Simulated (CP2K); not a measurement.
Runs of CP2K 2026.2 on HfIn4SiO6. The structure is monoclinic, space group C2 (No. 5). The conventional cell has a = 5.432 Å, b = 9.407 Å, c = 7.636 Å, α = 90.00°, β = 104.07°, γ = 90.00°. Around Hf (site symmetry 2) lie 6 O at 2.13 to 2.14 Å. In (site symmetry 2) has 2 O at 2.73 Å and 4 In at 3.12 Å as nearest neighbours. Around In (site symmetry 2) lie 6 O at 2.23 Å. Around In (site symmetry 2) lie 2 O at 2.73 Å and 3 In at 3.07 to 3.12 Å. Around In (site symmetry 2) lie 2 O at 2.73 Å and 3 In at 3.07 to 3.12 Å. Around Si (site symmetry 2) lie 6 O at 1.85 Å. O (site symmetry 1) is surrounded by 1 Si at 1.85 Å. O (site symmetry 1) has 1 Si at 1.85 Å as nearest neighbours. The cell was built by a generator and needn't be a form met in nature.

```csv
task,level,smearing,EPS_DEFAULT,NGRIDS,points a segment of the path (NPOINTS),bands added on the path,MPI ranks,gap on the mesh (eV),pressure (GPa),largest force (eV/Å)
band structure,SCAN,fermi-dirac 0.05 eV,1.0E-9,4,10,2,6,none,-4.4,-
band structure,PBEsol,fermi-dirac 0.05 eV,1.0E-9,4,10,2,6,none,(b),0.34
band structure,PBE,fermi-dirac 0.1 eV,1.0E-10,5,10,2,6,none,-0.4,0.28
atomic charges,PBE,fermi-dirac 0.05 eV,1.0E-9,5,-,-,6,none,-0.4,0.29
band structure,RPBE,fermi-dirac 0.05 eV,1.0E-9,4,10,2,6,none,1.8,0.25
band structure,r2SCAN,fermi-dirac 0.05 eV,1.0E-9,4,10,2,6,none,-4.4,-
band structure,vdW-DF-cx,fermi-dirac 0.05 eV,1.0E-9,4,10,2,6,none,-3.3,-
electron localisation function,PBE,fermi-dirac 0.01 eV,1.0E-9,4,-,-,6,none,-0.4,0.29
band structure,PBE,fermi-dirac 0.1 eV,1.0E-9,4,8,2,6,none,-0.4,0.28
band structure,LDA,fermi-dirac 0.05 eV,1.0E-9,4,10,2,6,none,(a),0.40
```

Alike in all rows: potentials or basis POTENTIAL_UZH Hf GTH-PBE-q12, In GTH-PBE-q13, Si GTH-PBE-q4, O GTH-PBE-q6; TZVP-MOLOPT-PBE-GTH basis; no spin polarisation; cell as given; k mesh 6 × 6 × 4.

**Question.** Fill in the values left out.

**Answer.** (a) -6.0; (b) -4.0.

Caveats: the basis of atomic orbitals isn't converged, which shifts pressures, moduli and gaps; the potentials were made for another functional, which shifts forces and pressure (some runs); the forces don't sum to zero, a sign of grid noise (some runs).

A k mesh can miss the band edges, and the runs leave out spin-orbit coupling on Hf, In.

A gap of «none» marks a metal or a gap under the smearing width.

Not every run made on this cell is shown here.
